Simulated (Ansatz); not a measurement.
# Cl2GeH5OP: the cost of one run

Program: Ansatz 0.2.0. Level of theory: RKS PBE-D4/def2-SVP. These are calculated values, not measurements.

## 1. The starting structure

Bond lengths: Ge1–O2 2.120 Å, O2–H3 1.010 Å, Ge1–Cl4 2.220 Å, Ge1–H5 1.549 Å, Ge1–Cl6 2.218 Å, Ge1–P7 2.570 Å, P7–H8 1.420 Å, P7–H9 1.420 Å, P7–H10 1.645 Å. Angles (14 of 17 angles, heavy atoms first): O2–Ge1–Cl4 109.5°, O2–Ge1–Cl6 109.5°, O2–Ge1–P7 71.6°, Cl4–Ge1–Cl6 109.5°, Cl4–Ge1–P7 67.2°, Cl6–Ge1–P7 72.8°, Ge1–O2–H3 109.5°, O2–Ge1–H5 109.5°, Cl4–Ge1–H5 109.5°, H5–Ge1–Cl6 109.5°, H5–Ge1–P7 176.6°, Ge1–P7–H8 109.5°, Ge1–P7–H9 109.5°, Ge1–P7–H10 62.4°.

Structure file:

```xyz
10

Ge    0.0000    0.0000    0.0000
O     0.0000    0.0000    2.1200
H    -0.9095   -0.2814    2.4571
Cl    2.0935    0.0000   -0.7393
H    -0.7300    1.2648   -0.5162
Cl   -1.0456   -1.8115   -0.7393
P     1.3414   -2.0369    0.8104
H     0.5451   -3.2066    0.6915
H     2.5116   -2.1793    0.0187
H     0.6914   -1.0500    1.9541
```

## 2. A restrained relaxation towards end A

Springs on the bonds that form and break draw the guess towards this end; the thresholds are loose.

Contents of input.yaml:

```yaml
crystal:
  periodic: [false, false, false]
  atoms:
    - { symbol: Ge, position_ang: [0.0, 0.0, 0.0] }
    - { symbol: O, position_ang: [0.0, 0.0, 2.12] }
    - { symbol: H, position_ang: [-0.9095, -0.2814, 2.4571] }
    - { symbol: Cl, position_ang: [2.0935, 0.0, -0.7393] }
    - { symbol: H, position_ang: [-0.73, 1.2648, -0.5162] }
    - { symbol: Cl, position_ang: [-1.0456, -1.8115, -0.7393] }
    - { symbol: P, position_ang: [1.3414, -2.0369, 0.8104] }
    - { symbol: H, position_ang: [0.5451, -3.2066, 0.6915] }
    - { symbol: H, position_ang: [2.5116, -2.1793, 0.0187] }
    - { symbol: H, position_ang: [0.6914, -1.05, 1.9541] }
basis:
  gaussian: { orbitals: def2-SVP }
hamiltonian:
  xc: pbe
  dispersion: d4
relax:
  f_tol: 0.15
  max_steps: 25
  restrain:
    - { distance: [0, 6], at: 3.47, k: 30.0 }
    - { distance: [9, 1], at: 2.21, k: 30.0 }
    - { distance: [0, 1], at: 1.77, k: 30.0 }
    - { distance: [9, 6], at: 1.42, k: 30.0 }
```

Started as:

```bash
$ ansatz run input.yaml --threads 4 --pin off --max-ram 5120MiB --backend cpu --events-out ev --progress --plain --runs-dir out
```

What time and memory should one allow on 4 threads of Intel Xeon Platinum 8259CL at 2.50GHz (Skylake/Cascade Lake), shared host?

About 58 s, with a peak of 0.23 GiB.
